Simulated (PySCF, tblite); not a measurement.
**C8H11 radical: geometry, infrared bands and EPR parameters**

What infrared bands and EPR parameters should C8H11 radical (`C1C[C]1[C@@H]1[C@@H]2CC[C@@H]21`) show?

The runs use tblite 0.8.0 and PySCF 2.14.0, with density-fitted response routines of our own; the level of theory stands in each step. All values are computed, except where a source is named. Atoms are numbered from 0 throughout.

### Step 1. Starting geometry

19 atoms, charge 0, multiplicity 2; geometry from: force field or distance geometry start.

Bonds of the start (Å): C0–C1 1.52, C1–C2 1.50, C2–C3 1.49, C3–C4 1.50, C4–C5 1.51, C5–C6 1.52, C6–C7 1.50, C2–C0 1.49, C7–C3 1.51, C7–C4 1.49, C0–H8 1.12, C0–H9 1.12, C1–H10 1.11, C1–H11 1.10, C3–H12 1.13, C4–H13 1.09, C5–H14 1.10, C5–H15 1.12, C6–H16 1.10, C6–H17 1.12, C7–H18 1.08.

### Step 2. Optimising the geometry with GFN2-xTB

Job settings and geometry (Å):

```
{"job": {"kind": "relax", "xc": "GFN2-xTB", "basis": "xTB"}, "charge": 0, "multiplicity": 2}
C     -2.262200    -0.445800     0.275200
C     -1.687900    -1.619000    -0.504500
C     -0.841500    -0.428300    -0.177000
C      0.234500    -0.454200     0.846300
C      0.928700     0.864500     0.996700
C      0.861500     1.691700    -0.264700
C      1.540900     0.582100    -1.053800
C      1.593400    -0.216100     0.220600
H     -2.893900     0.293900    -0.274500
H     -2.551000    -0.707500     1.321500
H     -1.561900    -2.591200     0.022300
H     -1.946700    -1.710900    -1.569200
H      0.171200    -1.131300     1.745200
H      1.351300     1.229100     1.929700
H      1.372800     2.665700    -0.272300
H     -0.220800     1.784800    -0.539500
H      2.530000     0.847100    -1.468300
H      0.887600     0.068000    -1.806200
H      2.484300    -0.713500     0.565000
```

Run with:

```sh
$ OMP_NUM_THREADS=1 python probes_run.py task.json out
```

One launch serves the whole session: the jobs run in the order shown.

Log:

```text
step      E/eV     max force
  0    -613.67882    3.328
  1    -614.01840    1.839
  2    -614.20751    0.733
  3    -614.27488    0.529
  4    -614.30882    0.471
  5    -614.33893    0.410
  6    -614.35750    0.282
  7    -614.36987    0.220
  8    -614.37990    0.303
  9    -614.39008    0.294
 10    -614.39775    0.211
 11    -614.40193    0.136
 12    -614.40411    0.097
 13    -614.40584    0.100
 14    -614.40728    0.085
 15    -614.40834    0.074
 16    -614.40927    0.075
 17    -614.41033    0.071
 18    -614.41157    0.081
 19    -614.41280    0.087
 20    -614.41385    0.079
 21    -614.41468    0.074
 22    -614.41526    0.048
 23    -614.41565    0.043
 24    -614.41591    0.031
 25    -614.41610    0.041
 26    -614.41624    0.037
 27    -614.41635    0.025
 28    -614.41647    0.024
 29    -614.41658    0.026
 30    -614.41668    0.024
 31    -614.41675    0.018
 32    -614.41682    0.021
 33    -614.41691    0.021
 34    -614.41702    0.027
 35    -614.41713    0.028
 36    -614.41722    0.029
 37    -614.41732    0.030
 38    -614.41747    0.034
 39    -614.41766    0.039
 40    -614.41787    0.034
 41    -614.41803    0.039
 42    -614.41818    0.037
 43    -614.41835    0.030
 44    -614.41851    0.030
 45    -614.41861    0.016
 46    -614.41866    0.014
 47    -614.41868    0.010
 48    -614.41870    0.009
```

It took 0.48 s on 1 thread of Arm Neoverse N1, shared host; peak memory 0.18 GiB.

Along the way: (not every step is listed)

```
step  energy from step 0 (eV)  largest force (eV/Å)
   0                   0.0000                3.3282
   1                  -0.3396                1.8389
   2                  -0.5287                0.7333
   3                  -0.5961                0.5295
   4                  -0.6300                0.4712
   5                  -0.6601                0.4095
   6                  -0.6787                0.2822
   7                  -0.6911                0.2205
   8                  -0.7011                0.3032
  11                  -0.7231                0.1364
  14                  -0.7285                0.0846
  17                  -0.7315                0.0713
  20                  -0.7350                0.0785
  23                  -0.7368                0.0432
  26                  -0.7374                0.0370
  29                  -0.7378                0.0261
  32                  -0.7380                0.0213
  35                  -0.7383                0.0279
  38                  -0.7387                0.0341
  41                  -0.7392                0.0395
  43                  -0.7395                0.0302
  44                  -0.7397                0.0301
  45                  -0.7398                0.0158
  46                  -0.7398                0.0136
  47                  -0.7399                0.0105
  48                  -0.7399                0.0093
```

Close pairs (by a distance rule), those that changed most:

```
  bond  before (Å)  after (Å)  change (Å)
 C0–H8       1.117      1.082      -0.035
C3–H12       1.127      1.094      -0.033
C6–H17       1.121      1.089      -0.032
 C1–C2       1.497      1.466      -0.032
C5–H15       1.121      1.089      -0.031
 C0–H9       1.117      1.086      -0.031
 C2–C3       1.485      1.456      -0.029
C1–H10       1.113      1.085      -0.027
```

The final coordinates are the input of the step that follows.

### Step 3. Infrared spectrum with GFN2-xTB

Job settings and geometry (Å):

```
{"job": {"kind": "ir", "xc": "GFN2-xTB", "basis": "xTB"}, "charge": 0, "multiplicity": 2}
C     -2.344775    -0.499661     0.262055
C     -1.712631    -1.669652    -0.474223
C     -0.907537    -0.530463    -0.024719
C      0.283696    -0.415194     0.804912
C      1.005473     0.888874     1.003685
C      0.882632     1.732439    -0.259277
C      1.548939     0.595513    -1.062467
C      1.655979    -0.222659     0.218160
H     -2.985931     0.158774    -0.309557
H     -2.686628    -0.633276     1.283800
H     -1.613114    -2.627400     0.026891
H     -1.938962    -1.772077    -1.527600
H      0.277082    -1.055789     1.691953
H      1.242194     1.277678     1.981005
H      1.480330     2.640651    -0.230223
H     -0.138434     1.980275    -0.546367
H      2.516247     0.874267    -1.474166
H      0.937806     0.146350    -1.844430
H      2.487830    -0.859399     0.473106
```

Log:

```text
mode    cm-1     km/mol
  1     -74.8      0.34
  2     118.7      0.72
  3     139.9      0.06
  4     253.0      3.45
  5     261.5      0.18
  6     478.8      0.53
  7     486.3      0.50
  8     738.8      0.22
  9     754.0      2.69
 10     777.4      3.28
 11     808.9      5.35
 12     836.5      0.30
 13     843.1      4.67
 14     897.7      0.96
 15     937.4      0.13
 16     962.7      2.58
 17     996.0      1.99
 18     998.5      1.84
 19    1015.3      1.92
 20    1018.3     20.53
 21    1041.0      0.46
 22    1042.2      0.76
 23    1055.0      0.30
 24    1057.6      1.89
 25    1089.8      0.20
 26    1105.4      6.07
 27    1111.9      0.18
 28    1119.4      0.55
 29    1170.3      1.62
 30    1176.6      0.00
 31    1224.0      0.15
 32    1242.7      2.23
 33    1256.0      9.06
 34    1263.4      0.89
 35    1385.7      4.23
 36    1428.2      0.12
 37    1439.7      0.17
 38    1459.1      0.03
 39    1477.7      0.76
 40    1528.8     11.16
 41    2883.8     35.01
 42    2986.5     11.29
 43    2994.0     21.64
 44    2998.1     46.69
 45    3003.0     52.95
 46    3012.5     30.34
 47    3022.4     74.81
 48    3041.8     28.53
 49    3045.4     41.39
 50    3076.0     58.43
 51    3085.1     69.48
```

Run time: 1 s. Hardware: 1 thread of Arm Neoverse N1, shared host; peak memory 0.18 GiB.

Which atoms move in the most intense modes:

```
cm⁻¹  km/mol               atoms
2884    35.0            H12 93 %
2998    46.7  H15 52 %, H17 40 %
3003    53.0   H10 53 %, H9 40 %
3012    30.3  H14 42 %, H16 41 %
3022    74.8  H16 47 %, H14 45 %
3045    41.4   H11 56 %, H8 36 %
3076    58.4  H18 49 %, H13 43 %
3085    69.5  H13 49 %, H18 43 %
```

### Step 4. EPR parameters: B3LYP/pcH-1

Settings changed since step 3:

```diff
@@ -1,2 +1,2 @@
-{"job": {"kind": "ir", "xc": "GFN2-xTB", "basis": "xTB"}, "charge": 0, "multiplicity": 2}
+{"job": {"kind": "epr", "basis": "pcH-1"}, "charge": 0, "multiplicity": 2}
 C     -2.344775    -0.499661     0.262055
```

Method: UKS B3LYP, pcH-1 on C H, non-relativistic, mean-field spin-orbit, GIAO.

Log:

```text
UKS, coarse grid
  cycle   1  E = -311.26515487  |g| = 3.27e-01
  cycle   2  E = -311.24237560  |g| = 4.02e-01
  cycle   3  E = -311.32583108  |g| = 3.73e-02
  cycle   4  E = -311.32627019  |g| = 2.36e-02
  cycle   5  E = -311.32652248  |g| = 6.46e-03
  cycle   6  E = -311.32654772  |g| = 1.57e-03
  cycle   7  E = -311.32654953  |g| = 1.14e-03
  cycle   8  E = -311.32654967  |g| = 2.07e-04
UKS, final grid
  cycle   1  E = -311.32649767  |g| = 2.25e-04
  cycle   2  E = -311.32649765  |g| = 3.18e-04
  cycle   3  E = -311.32649770  |g| = 2.53e-05
  cycle   4  E = -311.32649770  |g| = 1.72e-05
E = -311.32649770 Eh   <S^2> = 0.7533 (exact 0.7500)
g shifts (ppm)      1          2          3
  rmc          -145       -145       -145
  gc              6         22         31
  oz_so         -42        745        862
  total        -181        622        748
hyperfine (MHz)  atom isotope    a_iso     a_fc   dipolar eigenvalues
    0   13C     -16.65     -16.65     -4.38     -0.01      4.40
    1   13C     -17.30     -17.30     -4.25      0.14      4.11
    2   13C     257.93     257.93    -76.68    -72.01    148.69
    3   13C     -19.62     -19.62     -3.59     -3.29      6.88
    4   13C       9.33       9.33     -1.32     -1.07      2.39
    5   13C       4.03       4.03     -1.34     -0.40      1.74
    6   13C       4.54       4.54     -1.43     -0.34      1.77
    7   13C      14.21      14.21     -1.83     -1.46      3.29
    8    1H      79.17      79.17     -6.28     -3.81     10.09
    9    1H      53.18      53.18     -4.83     -2.17      7.00
   10    1H      52.07      52.07     -4.73     -2.21      6.95
   11    1H      80.22      80.22     -6.25     -3.78     10.03
   12    1H     100.46     100.46     -5.22     -1.83      7.05
   13    1H      -0.32      -0.32     -1.93     -1.49      3.42
   14    1H       1.50       1.50     -1.54     -1.17      2.71
   15    1H       0.51       0.51     -5.29     -3.71      9.01
   16    1H       1.03       1.03     -1.61     -1.16      2.77
   17    1H       0.31       0.31     -5.50     -3.78      9.28
   18    1H      -1.05      -1.05     -2.05     -1.66      3.71
```

Wall time 2.7 min (1 thread of Arm Neoverse N1, shared host); peak memory 1 GiB.

Principal g values 2.00214, 2.00294, 2.00307; g(iso) = 2.00272, against 2.00232 for a free electron.

Hyperfine couplings; where a row names several nuclei, a(iso) is their mean (it holds for fast rotation or exchange) and the dipolar term the largest among them:

```
          nuclei  isotope  a(iso) (MHz)  a(iso) (G, at g = 2.0023)  largest dipolar term (MHz)
              C2      13C         257.9                       92.0                       148.7
             H12       1H         100.5                       35.8                         7.0
H8, H9, H10, H11       1H          66.2                       23.6                        10.1
              C3      13C         -19.6                       -7.0                         6.9
          C0, C1      13C         -17.0                       -6.1                         4.4
          C4, C7      13C          11.8                        4.2                         3.3
          C5, C6      13C           4.3                        1.5                         1.8
        H14, H16       1H           1.3                        0.5                         2.8
        H13, H18       1H          -0.7                       -0.2                         3.7
        H15, H17       1H           0.4                        0.1                         9.3
```

Mulliken spin populations:

C0 -0.04; C1 -0.04; C2 0.93; C3 -0.06; C4 0.01; C5 0.00; C6 0.01; C7 0.01; H8 0.03; H9 0.03; H10 0.03; H11 0.03; H12 0.05; H13 0.00; H14 0.00; H15 0.00; H16 0.00; H17 0.00; H18 0.00

In first order the couplings over 0.8 MHz of 1H give 30 distinct lines over 131.2 G, if the averaged nuclei exchange fast.

The fields below are evaluated on a grid from the run's orbitals.

ELF in a plane through or near 6 of the atoms.

Ten even steps from ' ' (0.00) to '@' (1.00):
```
                                                        
                                                        
                                                        
                    ..====..          ..::..            
          ::::..  ..**@@@@%%        ++%%@@%%++          
        **@@@@@@++==@@@@@@@@..    ::@@@@@@@@@@::        
      ..%%@@@@@@%%**@@@@@@%%      ::%%@@@@@@%%::        
      ..%%@@@@@@%%--==%%%%::  ::--==##@@@@%%**..        
        ::**####++==****::  ::**##%%==++..++==..        
              ..==##%%**--::==****%%##::==**++..        
              ..==**====****##%%**++==--++==::..        
              ::**%%%%**##::..##**--..  ..              
              ::++##**======**##==                      
              ..----::..::##@@@@%%..                    
                ::--::    **@@@@@@::                    
                ....      ..**##++                      
                            ....                        
                                                        
                                                        
                                                        
```
The map spans 10.7 Å across and 9.2 Å up, centred on the molecule. Atoms in the plane (x, y in Å): C0 (2.3, 0.6), C3 (0.0, -0.8), C5 (-1.7, 1.0), H8 (2.5, 1.7), H14 (-2.6, 1.4), H15 (-0.9, 1.8).

On the surface of density 0.002 e/bohr³ the electrostatic potential runs, from the 1st to the 99th percentile, from -0.58 V near C2 to 0.66 V near H12.

The spin density lies nearest to C2 69 %.

### Step 5. Outcome

```
                                 quantity                 value
strongest single infrared mode (GFN2-xTB)  3022 cm⁻¹, 75 km/mol
             zero-point energy (GFN2-xTB)        101.7 kcal/mol
                           g(iso) (B3LYP)               2.00272
                                     ⟨S²⟩    0.753 (exact 0.75)
       largest a(iso) (averaged by class)  13C on C2, 257.9 MHz
    surface potential, 1st and 99th percentile    -0.58 V and 0.66 V
```

**Reading.** Relaxing lowered the energy by 0.740 eV in 48 steps; the close pair that moved most is C0–H8, from 1.117 to 1.082 Å. The lowest mode is imaginary (75i cm⁻¹), so the xTB geometry is not a minimum. The strongest single mode, at 3022 cm⁻¹, moves mainly H16 and H14. Unscaled tight-binding wavenumbers are off by several per cent, some by more. Its intensities can rank the bands wrongly. C2 carries the largest spin population, 0.93 e. The isotropic g lies 0.4 ppt above the free-electron value.
